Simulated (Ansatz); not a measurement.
# ZrSi+ (sextet): from Hartree-Fock to the top rungs at distance Zr1–Si2 = 3.009 Å, def2-SVP

One table from this session's results is given with a row withheld; the runs are named, their logs left out.

The runs use Ansatz 0.2.0, Gaussian basis; def2-SVP, core rule «outside noble gas», up to 9 orbitals frozen.

To be run: UHF; CCSD(T) on ROHF; CCSD(T) on UHF; CISD; CCSDT(Q) on ROHF; CCSDT(Q) on UHF; CASSCF and MRCISD+Q, 7 electrons in 7 orbitals; CASSCF and NEVPT2, 7 electrons in 7 orbitals.

45 further runs of the same task are left out: 30 for a known fault of the program, 12 that didn't finish, 3 set aside as unsound or not needed.

## The system

The geometry derives from a PBE0/def2-TZVP stationary point (not a proven minimum). One bond is set to the value named and the two fragments are kept rigid. No spin-orbit coupling is included. Elements past krypton take def2 core potentials.

2 atoms, charge 1, spin multiplicity 6.

Atoms are counted from 1 here; the program's logs count them from 0.

Bond lengths: Zr1–Si2 3.009 Å.

Set-up of the first run:

The input, in.yaml:

```yaml
crystal:
  periodic: [false, false, false]
  atoms:
    - {symbol: Zr, position_ang: [0.000000, 0.000000, 0.000000]}
    - {symbol: Si, position_ang: [0.000000, 0.000000, 3.009000]}
basis:
  gaussian: {orbitals: def2-SVP}
total_charge: 1
magnetization: {spin_polarized: true, initial_magnetization: 5}
hamiltonian: {xc: hf}
output: {orbitals: {seedname: orbitals}}
```

Run with:

```console
ansatz run in.yaml --threads 1 --pin off --events-out ev --progress --plain --max-ram 2393MiB
```

Steps of the session up to this table: UHF; CCSD(T) on ROHF; CCSD(T) on UHF; CISD; CCSDT(Q) on ROHF; CCSDT(Q) on UHF; CASSCF and MRCISD+Q, 7 electrons in 7 orbitals; CASSCF and NEVPT2, 7 electrons in 7 orbitals.

One table of the session follows, with a row left open; its other results are not shown here.

| method | from RCCSDT(Q) (meV) |
| --- | --- |
| ROHF | +3108.1 |
| UHF | +2939.8 |
| RMP2 | +1061.4 |
| UMP2 | +977.7 |
| CISD | +379.4 |
| RCCSD | +291.2 |
| UCCSD | ? |
| RCCSD(T) | +119.9 |
| UCCSD(T) | +55.7 |
| RCCSDT | +22.1 |
| UCCSDT | -35.2 |
| RCCSDT(Q) | 0 |
| UCCSDT(Q) | -60.9 |
| CASSCF pair | +2762.6 |
| NEVPT2 pair | +1069.2 |
| MRCISD pair | +448.9 |
| MRCISD+Q pair | +144.4 |

**Question.** Estimate the row for UCCSD.

**Answer.** from RCCSDT(Q) (meV): +223.5. In the column «from RCCSDT(Q) (meV)» it lies between MRCISD+Q pair (+144.4) and RCCSD (+291.2).

The program flags RCCSD(T), RCCSDT(Q) as in doubt (see the logs), so the zero of the table is itself unsure.

Limits of these values: The report flags that the cluster equations may have other roots. The program flags RCCSD(T), RCCSDT(Q) as in doubt, so the zero of the table is itself unsure. Warnings: coupled cluster took another determinant than the lowest; large T1 diagnostic. Restricted and unrestricted rows rest on different reference determinants; where their highest levels disagree by more than a few hundredths of an eV, they describe different states and don't form one ladder.
